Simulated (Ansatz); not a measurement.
## Sb: projected density of states with PBEsol

The system is Sb, a slab with vacuum.

```
Sb
1.0
     3.36900    0.00000    0.00000
    -1.68450    2.91764    0.00000
     0.00000    0.00000   28.32500
Sb
6
Cartesian
  1.6845 0.9725 7.5000
  0.0000 1.9451 10.1650
  1.6845 0.9725 12.8300
  0.0000 1.9451 15.4950
  1.6845 0.9725 18.1600
  0.0000 1.9451 20.8250
```

The cell isn't the ideal one: the (0 0 1) slab of Sb, cut from the database cell, not relaxed.

| Quantity | Value |
| --- | --- |
| Program | Ansatz 0.2.0 |
| Task | projected density of states |
| Functional | PBEsol |
| Potentials or basis | Ansatz PAW |
| Cutoff | 420 eV (not typed: the program's choice for these potentials) |
| k mesh | 9 × 9 × 1 |
| Occupations | fermi-dirac, width 0.05 eV |
| Spin | no spin polarisation |
| Boundary along the surface normal | dipole_correction |
| Miller | [0, 0, 1] |
| Bulk formula | Sb |

* Largest force: 0.330 eV/Å
* Band gap on the k mesh: none (metal or under the smearing width)
* Density of states at the Fermi level: 5.46 states/eV per cell
* Work function of the upper face: 4.31 eV
* Work function of the lower face: 4.31 eV
* Dipole across the slab: 0.000 e·Å

Forces on the atoms (eV/Å):
```
Sb   0.000  0.000  0.330
Sb   0.000  0.000 -0.310
Sb   0.000  0.000 -0.048
Sb   0.000  0.000  0.048
Sb   0.000  0.000  0.310
Sb   0.000  0.000 -0.330
```

Levels at points of the mesh, in eV from the Fermi level:
```tsv
k point	band 42	band 43	band 44	band 45	band 46	band 47	band 48	band 49
(0.00, 0.00, 0.00)	3.48	3.48	3.72	3.79	3.79	4.07	4.23	4.23
```

States per cell in windows of 1 eV (zero at the Fermi level; states under -8 eV left out):
```csv
from (eV),total,Sb 5p,Sb 5s
-8.0,2.45,0.23,2.22
-7.0,0.00,0.00,0.00
-6.0,0.49,0.46,0.03
-5.0,3.18,2.90,0.26
-4.0,3.54,3.06,0.44
-3.0,3.01,2.60,0.36
-2.0,3.80,3.32,0.39
-1.0,3.63,3.24,0.26
0.0,4.40,3.97,0.22
1.0,4.59,4.15,0.16
2.0,4.96,4.52,0.10
3.0,3.01,2.67,0.04
4.0,2.11,1.16,0.01
5.0,4.61,0.46,0.01
6.0,4.08,0.15,0.01
7.0,2.38,0.08,0.00
```

It took 22 s on 4 threads of Arm Neoverse V1 (shared host), peak memory 0.87 GiB.

Caveat: the PAW data sets come from PBE, with cores solved anew for the run's functional, which leaves a small shift of forces and pressure. The run has no spin-orbit coupling, so splittings on Sb are missing.
